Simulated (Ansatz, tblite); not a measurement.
# Ge(SH)H3 (GeH4S): charged states by level of theory

One table from this session's results is given with a row withheld; the runs are named, their logs left out.

Program: Ansatz 0.2.0, Gaussian basis. Level of theory: as each input shows. These are calculated values, not measurements.

Plan: charge +1 doublet, at the geometry of the singlet (PBE0-D4/def2-TZVP, PBE-D4/def2-TZVP, r2SCAN-D4/def2-TZVP, CCSD(T)/def2-TZVPP); charge -1 doublet, at the geometry of the singlet (PBE0-D4/def2-TZVPD, PBE-D4/def2-TZVPD, r2SCAN-D4/def2-TZVPD, CCSD(T)/def2-TZVPD); the starting singlet's energies come from earlier runs.

### The structure

The singlet was relaxed beforehand with r2SCAN-D4/def2-TZVP.

6 atoms, charge 0, spin multiplicity 1.

Atoms are counted from 1 here; the program's logs count them from 0.

Bond lengths: Ge1–S2 2.226 Å, Ge1–H4 1.529 Å, Ge1–H5 1.534 Å, Ge1–H6 1.534 Å, S2–H3 1.343 Å. Angles: S2–Ge1–H4 104.7°, S2–Ge1–H5 110.5°, S2–Ge1–H6 110.5°, H4–Ge1–H5 110.6°, H4–Ge1–H6 110.6°, H5–Ge1–H6 109.8°, Ge1–S2–H3 94.4°.

Set-up of the first run:

File in.yaml:

```yaml
crystal:
  periodic: [false, false, false]
  atoms:
    - {symbol: Ge, position_ang: [0.191040, -0.012444, -0.522366]}
    - {symbol: S, position_ang: [0.271863, 0.029549, 1.701681]}
    - {symbol: H, position_ang: [-1.062816, 0.047710, 1.853195]}
    - {symbol: H, position_ang: [1.654868, -0.023894, -0.964759]}
    - {symbol: H, position_ang: [-0.525013, 1.233904, -1.056911]}
    - {symbol: H, position_ang: [-0.529952, -1.274836, -1.010841]}
basis:
  gaussian: {orbitals: def2-TZVP}
total_charge: 1
magnetization: {spin_polarized: true, initial_magnetization: 1}
hamiltonian: {xc: pbe0, dispersion: d4}
output: {orbitals: {seedname: orbitals}}
```

On the command line:

```sh
$ ansatz run in.yaml --threads 4 --pin off --events-out ev --progress --plain --max-ram 3916MiB
```

Among the steps run: Charge +1 doublet at the fixed geometry, PBE0-D4/def2-TZVP; Charge +1 doublet at the fixed geometry, PBE-D4/def2-TZVP; Charge +1 doublet at the fixed geometry, r2SCAN-D4/def2-TZVP; Charge +1 doublet at the fixed geometry, CCSD(T)/def2-TZVPP.

One of the session's tables, all rows but one given; the rest of the session is left out.

It belongs to the step «Vertical ionisation energy». 

| method | vertical ionisation energy (eV) |
| --- | --- |
| HF/def2-TZVPP | 8.65 |
| PBE-D4/def2-TZVP | ? |
| r2SCAN-D4/def2-TZVP | 9.56 |
| PBE0-D4/def2-TZVP | 9.62 |
| MP2/def2-TZVPP | 9.77 |
| CCSD/def2-TZVPP | 9.62 |
| CCSD(T)/def2-TZVPP | 9.68 |

Estimate the missing values for PBE-D4/def2-TZVP.

**Answer.** vertical ionisation energy (eV): 9.50. In the column «vertical ionisation energy (eV)» it lies between HF/def2-TZVPP (8.65) and r2SCAN-D4/def2-TZVP (9.56).
